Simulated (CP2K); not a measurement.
SiF under changes of volume

One of the cells (13.890 Å³/atom); the others are scaled copies at fixed shape and fractional positions:

```xyz
2
Lattice="3.0286 0.0000 0.0000 0.0000 3.0286 0.0000 0.0000 0.0000 3.0286" Properties=species:S:1:pos:R:3 pbc="T T T"
Si    1.5143    1.5143    1.5143
F     0.0000    0.0000    0.0000
```

The cell was built by a generator and needn't be a form met in nature.

* Program: CP2K 2026.2
* Functional: PBE
* Potentials or basis: POTENTIAL_UZH Si GTH-PBE-q4, F GTH-PBE-q7; TZVP-MOLOPT-PBE-GTH basis
* Density cutoff: 10204 eV
* k mesh: 9 × 9 × 9
* Occupations: fermi-dirac, width 0.05 eV
* Spin: no spin polarisation

```tsv
volume (Å³/atom)	energy over the lowest point (meV/atom)	pressure (GPa)
13.056	14.12	5.6
13.334	?	?
13.612	1.69	1.8
13.890	0.00	0.3
14.168	0.90	-1.1
14.445	4.10	-2.4
14.723	9.35	-3.5
```

Question: What does the run at 13.334 Å³/atom give?

Answer: Energy over the lowest point 6.28 meV/atom; pressure 3.6 GPa.

Worked out: A Birch-Murnaghan fit of order 3 (a polynomial in V^(-2/3)) to the other rows has its minimum at 13.93 Å³/atom with B0 = V·E''(V) = 73 GPa and B' = 4.8. It gives 6.28 meV/atom at 13.334 Å³/atom, against the run's 6.28, and -dE/dV = 3.5 GPa, against 3.6.

Energies are extrapolated to zero smearing.

Caveats: the basis of atomic orbitals isn't converged, which shifts pressures, moduli and gaps; an odd number of electrons without spin polarisation forces a metal; a magnetic or distorted state may lie lower.
